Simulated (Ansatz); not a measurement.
# B2GeH (doublet): the correlation ladder, cc-pVDZ

The task here is to estimate one member of a computed series from the others.

The runs use Ansatz 0.2.0, Gaussian basis; cc-pVDZ, core rule «outside noble gas», up to 16 orbitals frozen.

Plan: UHF; CCSD(T) on ROHF; BCCD(T) on ROHF; CISD; CCSDT(Q) on ROHF; CCSDT(Q) on UHF; CASSCF and MRCISD+Q, 9 electrons in 9 orbitals; CASSCF and NEVPT2, 9 electrons in 9 orbitals.

33 further runs of the same task are left out: 22 that didn't finish, 11 set aside as unsound or not needed.

## The system

The geometry is a PBE0/def2-TZVP stationary point (not a proven minimum) of the parent state, kept for this charge and spin. No spin-orbit coupling is included. The filled d shell of Ge may be among the frozen orbitals whatever the setting's name suggests; the logs give the count.

4 atoms, charge 0, spin multiplicity 2.

Atoms are counted from 1 here; the program's logs count them from 0.

Bond lengths: B1–Ge2 2.121 Å, B1–B3 1.683 Å, Ge2–B3 2.022 Å, B3–H4 1.189 Å. Angles: Ge2–B1–B3 63.0°, B1–Ge2–B3 47.9°, B1–B3–Ge2 69.2°, B1–B3–H4 135.9°, Ge2–B3–H4 150.2°.

Set-up of the first run:

in.yaml

```yaml
crystal:
  periodic: [false, false, false]
  atoms:
    - {symbol: B, position_ang: [0.013443, -1.059555, -1.355486]}
    - {symbol: Ge, position_ang: [0.004178, 0.046165, 0.454861]}
    - {symbol: B, position_ang: [-0.057533, 0.617024, -1.483527]}
    - {symbol: H, position_ang: [0.171821, 1.419494, -2.330052]}
basis:
  gaussian: {orbitals: cc-pVDZ}
magnetization: {spin_polarized: true, initial_magnetization: 1}
hamiltonian: {xc: hf}
output: {orbitals: {seedname: orbitals}}
```

Started as:

```sh
> ansatz run in.yaml --threads 1 --pin off --events-out ev --progress --plain --max-ram 2393MiB
```

Among the steps run: UHF; CCSD(T) on ROHF; BCCD(T) on ROHF; CISD; CCSDT(Q) on ROHF; CCSDT(Q) on UHF; CASSCF and MRCISD+Q, 9 electrons in 9 orbitals; CASSCF and NEVPT2, 9 electrons in 9 orbitals.

One table of the session follows, with a row left open; its other results are not shown here.

It belongs to the step «Misses and costs». 

```
           method  from RCCSDT(Q) (kcal/mol)
             ROHF                    +189.08
             RMP2                     +32.65
             CISD                     +35.92
            RCCSD                     +15.37
         RCCSD(T)                      +2.16
          BCCD(T)                          ?
           RCCSDT                      +1.41
        RCCSDT(Q)                          0
  CASSCF frontier                    +118.59
  NEVPT2 frontier                     +26.54
  MRCISD frontier                     +12.43
MRCISD+Q frontier                      +1.57
```

**Question.** Estimate the row for BCCD(T).

As computed: from RCCSDT(Q) (kcal/mol): +2.10. In the column «from RCCSDT(Q) (kcal/mol)» it lies between MRCISD+Q frontier (+1.57) and RCCSD(T) (+2.16).

Not comparable, so not listed: CCSDT(Q) on UHF (they don't share determinant, frozen orbitals or solution with the rows shown, or repeat one).
